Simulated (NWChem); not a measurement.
**r2SCAN/def2-TZVP run of SiH3Br (SMILES [SiH3]Br)**

Aim: the electronic atomisation energy of SiH3Br at r2SCAN/def2-TZVP, from 4 runs. 

The calculation is run with NWChem 7.3.0.

23 further runs of the same task are left out: 23 set aside as unsound or not needed.

**1. Starting point**

The species is SiH3Br (5 atoms), meant as a singlet with charge 0. As SMILES, `[SiH3]Br`. Geometry: relaxed at PBE0-D4/def2-TZVP.

Bond lengths: Si1–Br2 2.219 Å, Si1–H3 1.481 Å, Si1–H4 1.481 Å, Si1–H5 1.481 Å. Angles: Br2–Si1–H3 108.4°, Br2–Si1–H4 108.4°, Br2–Si1–H5 108.4°, H3–Si1–H4 110.5°, H3–Si1–H5 110.5°, H4–Si1–H5 110.5°.

**2. A single-point energy at r2SCAN/def2-TZVP (run 1)**

Input file mymol.nw:

```
start mymol
title "BrH3Si energy"
memory 2200 mb
charge 0

geometry units angstrom noautosym nocenter noautoz
  Si    -0.147420     0.056100    -0.043220
  Br     1.853020    -0.705130     0.543250
  H     -1.064550    -0.105170     1.107850
  H     -0.625550    -0.731350    -1.202270
  H     -0.015510     1.485560    -0.405610
end

basis spherical bse
  * library def2-TZVP
end

dft
  xc r2scan
  grid fine
  convergence energy 1e-08
  iterations 100
  mulliken
  print low
end

task dft energy
```

Run with:

```
$ nwchem mymol.nw > mymol.out
```

Standard output:

```text
[...]
 d= 0,ls=0.0,diis     1  -2865.4181822795 -3.02D+03  5.30D-03  7.42D-01     6.6
[...]
 d= 0,ls=0.0,diis     8  -2865.4508096647  4.38D-09  2.23D-06  1.56D-07    40.1
         Total DFT energy =    -2865.450809664707
      One electron energy =    -4286.222006626428
           Coulomb energy =     1383.282753499505
    Exchange-Corr. energy =     -113.341801598317
 Nuclear repulsion energy =      150.830245060533
[...]
      Total Density - Mulliken Population Analysis
     ---------------------------------------------
    Atom       Charge   Shell Charges
 -----------   ------   -------------------------------------------------------
    1 Si  14    13.70   2.00  0.57  1.39  0.91  0.39  4.13  1.69  0.58  1.42  0.29  0.13  0.17  0.03
    2 Br  35    35.24   2.00  2.01  1.16  0.77  1.04  0.95  6.00  5.93  1.34  2.76  1.23  8.95  1.00  0.05  0.04  0.00
    3 H    1     1.02   0.25  0.55  0.21  0.01
    4 H    1     1.02   0.25  0.55  0.21  0.01
    5 H    1     1.02   0.25  0.55  0.21  0.01
[...]
```

Wall time 41 s (1 thread of Intel Xeon Platinum 8259CL at 2.50GHz (Skylake/Cascade Lake), shared host); peak memory 0.12 GiB.

**3. The Br atom at the same level (run 2)**

Input file work.nw:

```
start work
title "Br r2SCAN"
memory 2200 mb

geometry noautosym nocenter noautoz
  Br     0.000000     0.000000     0.000000
end

basis "ao basis" spherical bse
  * library def2-TZVP
end

dft
  xc r2scan
  mult 2
  grid fine
  convergence energy 1e-08
  iterations 100
  mulliken
  print low
end

task dft energy
```

Run the same way, it converges to -2574.09258 Eh (log not shown).

Run 3 isn't shown in full; the table further down has it.

**4. The Si atom at the same level (run 4)**

Input file si.nw:

```
start si
memory total 2200 mb
charge 0
geometry units atomic noautosym nocenter noautoz
  Si   0.00000000   0.00000000   0.00000000
end
basis spherical bse
  * library def2-TZVP
end
dft
  xc r2scan
  mult 3
  grid fine
  convergence energy 1e-08
  maxiter 100
  mulliken
  print low
end
task dft energy
```

Run the same way, it converges to -289.34120 Eh (log not shown).

**5. All runs side by side**

| run | level | partner | energy (Eh) | wall time |
| --- | --- | --- | --- | --- |
| 1 | r2SCAN/def2-TZVP | base | -2865.450810 | 41 s |
| 2 | U-r2SCAN/def2-TZVP | atoms | -2574.092584 | 9.9 s |
| 3 | U-r2SCAN/def2-TZVP | atoms | -0.499927 | 0.75 s |
| 4 | U-r2SCAN/def2-TZVP | atoms | -289.341205 | 4.5 s |

**6. Results**

At r2SCAN/def2-TZVP:

```
                     quantity          value
        Si atom: total energy  -289.34120 Eh
                Si atom: ⟨S²⟩          2.010
electronic atomisation energy      14.075 eV
```

In words: Taking the molecule apart into free atoms costs 14.07 eV (325 kcal/mol), before zero-point energy and without spin-orbit coupling. All runs together took 56 s, the longest 41 s.
